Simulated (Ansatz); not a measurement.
**C4H5F3: up Jacob's ladder to CCSD(T)**

How much do the methods differ for C4H5F3? The plan is to run it at one geometry with functionals of several rungs and with coupled cluster. The yardstick is the atomisation energy at the CCSD(T) limit.

Program: Ansatz 0.2.0, Gaussian basis. Level of theory: functionals in def2-TZVPP, the program's frozen cores in correlated methods. These are calculated values, not measurements.

Plan: LDA (SPW92), PBE-D4, revPBE-D4, BLYP-D4, r2SCAN-D4, B97M-V, PBE0-D4, B3LYP-D4, r2SCANh-D4, r2SCAN0-D4, HSE06-D4, BHLYP-D4, CAM-B3LYP-D4, LC-ωPBE, ωB97X-V, ωB97M-V, B2PLYP, PBE-QIDH; CCSD(T)/def2-SVP; CCSD(T)/def2-TZVPP; MP2/def2-QZVPP; extrapolation to the limit; RPA on PBE.

**1. The relaxed structure**

An earlier PBE0-D4 in a triple-zeta def2 set relaxation fixed the geometry.

12 atoms, charge 0, spin multiplicity 1.

Atoms are counted from 1 here; the program's logs count them from 0.

Bond lengths: C1–C2 1.486 Å, C1–H8 1.094 Å, C1–H9 1.094 Å, C1–H10 1.089 Å, C2–C3 1.320 Å, C2–H11 1.084 Å, C3–F4 1.342 Å, C3–C5 1.494 Å, C5–F6 1.358 Å, C5–F7 1.350 Å, C5–H12 1.096 Å. Angles: C2–C1–H8 110.6°, C2–C1–H9 110.5°, C2–C1–H10 111.8°, H8–C1–H9 106.8°, H8–C1–H10 108.6°, H9–C1–H10 108.4°, C1–C2–C3 125.2°, C1–C2–H11 119.0°, C3–C2–H11 115.9°, C2–C3–F4 122.5°, C2–C3–C5 127.0°, F4–C3–C5 110.5°, C3–C5–F6 110.1°, C3–C5–F7 110.6°, C3–C5–H12 112.0°, F6–C5–F7 107.8°, F6–C5–H12 107.4°, F7–C5–H12 108.8°.

**2. LDA**

This LDA is Slater exchange with PW92 correlation.

Input file in.yaml:

```yaml
crystal:
  periodic: [false, false, false]
  atoms:
    - {symbol: C, position_ang: [-0.311831, -1.919643, 0.335811]}
    - {symbol: C, position_ang: [0.338405, -0.594169, 0.163240]}
    - {symbol: C, position_ang: [-0.284388, 0.519719, -0.173695]}
    - {symbol: F, position_ang: [-1.604935, 0.564351, -0.410340]}
    - {symbol: C, position_ang: [0.326954, 1.870066, -0.362825]}
    - {symbol: F, position_ang: [-0.136719, 2.728354, 0.582493]}
    - {symbol: F, position_ang: [1.669950, 1.806373, -0.238545]}
    - {symbol: H, position_ang: [0.133489, -2.657569, -0.337470]}
    - {symbol: H, position_ang: [-0.162129, -2.289095, 1.354326]}
    - {symbol: H, position_ang: [-1.382435, -1.873358, 0.140213]}
    - {symbol: H, position_ang: [1.406890, -0.508614, 0.322689]}
    - {symbol: H, position_ang: [0.083549, 2.298186, -1.341898]}
basis:
  gaussian: {orbitals: def2-TZVPP}
hamiltonian: {xc: lda}
output: {orbitals: {seedname: orbitals}}
```

Run with:

```console
> ansatz run in.yaml --threads 4 --pin off --events-out ev --progress --plain --max-ram 11315MiB
```

After this run come: PBE-D4 (GGA); revPBE-D4 (GGA); BLYP-D4 (GGA); r2SCAN-D4 (meta-GGA); B97M-V (meta-GGA); B3LYP-D4 (hybrid); r2SCANh-D4 (hybrid); r2SCAN0-D4 (hybrid); HSE06-D4 (hybrid); BHLYP-D4 (hybrid); CAM-B3LYP-D4 (range-separated); LC-ωPBE (range-separated); ωB97X-V (range-separated); ωB97M-V (range-separated); B2PLYP (double hybrid); PBE-QIDH (double hybrid); CCSD(T) in def2-SVP; CCSD(T) in def2-TZVPP; MP2 in def2-QZVPP; RPA on PBE orbitals.

**Question.** What will the summary of the whole plan be? Wanted: atomisation energy, CCSD(T)/CBS; farthest beyond LDA; mean size of error, GGA; mean size of error, meta-GGA; mean size of error, hybrid; mean size of error, range-separated; mean size of error, double hybrid; gap, smallest and largest; T1 diagnostic.

**Answer**, as computed:

| quantity | value |
| --- | --- |
| atomisation energy, CCSD(T)/CBS | 4964.3 kJ/mol |
| functionals within 24.8 kJ/mol (0.5 %) | B97M-V, B3LYP-D4, r2SCANh-D4, ωB97X-V, PBE-QIDH |
| farthest beyond LDA | BHLYP-D4 (-194.1 kJ/mol) |
| mean size of error, GGA | 84.0 kJ/mol |
| mean size of error, meta-GGA | 27.1 kJ/mol |
| mean size of error, hybrid | 64.6 kJ/mol |
| mean size of error, range-separated | 30.2 kJ/mol |
| mean size of error, double hybrid | 22.1 kJ/mol |
| gap, smallest and largest | 5.26 eV (LDA (SPW92)), 12.65 eV (LC-ωPBE) |
| T1 diagnostic | 0.0119 |
| triples share of the correlation energy | 3.5 % |

**Reading.** LDA overbinds by 890.2 kJ/mol (18 %). PBE-D4 is off by +193.4 kJ/mol. Double hybrids carry the basis error of their MP2 part in triple zeta, and no dispersion term here, so their miss is partly the set-up's. By mean error the best rung here is double hybrid (22.1 kJ/mol) and the worst beyond LDA is GGA (84.0 kJ/mol). hybrid functionals lie within the reference's doubt of that worst mean (64.6 kJ/mol), so those two tie. The gap between the best rungs is small, so their order is not settled. Misses under about 24.8 kJ/mol are within the doubt on the reference itself, which lacks core-valence correlation, relativity and higher excitations. Hartree-Fock recovers 72 % of the binding; the rest is correlation. CCSD(T) in def2-SVP is off by -202.0 kJ/mol, more than most functionals: a good method in a small basis is no reference. Orbital gaps span 5.3 to 12.7 eV; exact exchange widens them.
